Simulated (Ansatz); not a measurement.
# ClH₄NO₂Zr: small, medium and large basis sets

Aim: see how fast density functionals converge with the basis set for ClH₄NO₂Zr.

The runs use Ansatz 0.2.0, Gaussian basis; one geometry, several basis sets.

The runs, in order: PBE0-D4/def2-SVP; ωB97M-V/def2-SVP; PBE0-D4/def2-QZVPP; ωB97M-V/def2-QZVPP; the functionals' def2-TZVPP values are taken from earlier runs.

1 further run of the same task is left out (for a known fault of the program). Runs told in other sessions of the task aren't counted.

## Step 1: Structure used throughout

All runs share one geometry, relaxed beforehand with PBE0-D4 in a triple-zeta def2 set. Zr takes the def2 core potential; no spin-orbit term is included.

SMILES `[NH2][Zr]([OH])([OH])[Cl]`, 9 atoms, charge 0, spin multiplicity 1.

Atoms are counted from 1 here; the program's logs count them from 0.

Bond lengths: N1–Zr2 2.023 Å, N1–H6 1.011 Å, N1–H7 1.011 Å, Zr2–O3 1.914 Å, Zr2–O4 1.914 Å, Zr2–Cl5 2.387 Å, O3–H8 0.953 Å, O4–H9 0.953 Å. Angles: Zr2–N1–H6 125.5°, Zr2–N1–H7 125.5°, H6–N1–H7 109.1°, N1–Zr2–O3 107.1°, N1–Zr2–O4 107.0°, N1–Zr2–Cl5 109.8°, O3–Zr2–O4 116.2°, O3–Zr2–Cl5 108.3°, O4–Zr2–Cl5 108.4°, Zr2–O3–H8 165.2°, Zr2–O4–H9 165.1°.

As a file:

```mol
ClH4NO2Zr
  3D, bonds by distance, orders not assigned

  9  8  0  0  0  0  0  0  0  0999 V2000
    1.2429    1.0985    0.2787 N   0  0
   -0.3124   -0.0728   -0.2701 Zr  0  0
    0.4025   -1.8007   -0.6766 O   0  0
   -1.5952   -0.0027    1.1483 O   0  0
   -1.3268    0.8038   -2.2447 Cl  0  0
    1.1889    1.8889    0.9062 H   0  0
    2.2011    0.9785   -0.0191 H   0  0
    0.5230   -2.7272   -0.8621 H   0  0
   -2.3240   -0.1663    1.7394 H   0  0
  1  2  8  0
  2  3  8  0
  2  4  8  0
  2  5  8  0
  1  6  8  0
  1  7  8  0
  3  8  8  0
  4  9  8  0
M  END
```

## Step 2: PBE0-D4 in def2-SVP

The input, in.yaml:

```yaml
crystal:
  periodic: [false, false, false]
  atoms:
    - {symbol: N, position_ang: [1.242857, 1.098473, 0.278731]}
    - {symbol: Zr, position_ang: [-0.312396, -0.072765, -0.270088]}
    - {symbol: O, position_ang: [0.402478, -1.800722, -0.676602]}
    - {symbol: O, position_ang: [-1.595238, -0.002702, 1.148259]}
    - {symbol: Cl, position_ang: [-1.326781, 0.803753, -2.244678]}
    - {symbol: H, position_ang: [1.188871, 1.888920, 0.906180]}
    - {symbol: H, position_ang: [2.201145, 0.978485, -0.019092]}
    - {symbol: H, position_ang: [0.523046, -2.727178, -0.862127]}
    - {symbol: H, position_ang: [-2.323984, -0.166264, 1.739417]}
basis:
  gaussian: {orbitals: def2-SVP}
hamiltonian: {xc: pbe0, dispersion: d4}
output: {orbitals: {seedname: orbitals}}
```

Started as:

```console
$ ansatz run in.yaml --threads 4 --pin off --events-out ev --progress --plain --max-ram 10444MiB
```

Further steps of the session: ωB97M-V in def2-SVP; PBE0-D4 in def2-QZVPP; ωB97M-V in def2-QZVPP.

**Question.** What will the summary of the whole plan be? Wanted: PBE0-D4: double and triple zeta above quadruple; ωB97M-V: double and triple zeta above quadruple.

As calculated:

| quantity | value |
| --- | --- |
| PBE0-D4: double and triple zeta above quadruple | 12.30, 0.79 eV |
| ωB97M-V: double and triple zeta above quadruple | 12.40, 0.75 eV |

For PBE0-D4 the step from double to triple zeta gains 11.51 eV and the next only 0.79 eV. These are total energies; as a rule much of such shifts cancels in differences, which this series doesn't test. The LUMO of ωB97M-V is positive and keeps falling with the basis (0.93 to 0.40 eV): an unbound level that the basis holds in place.
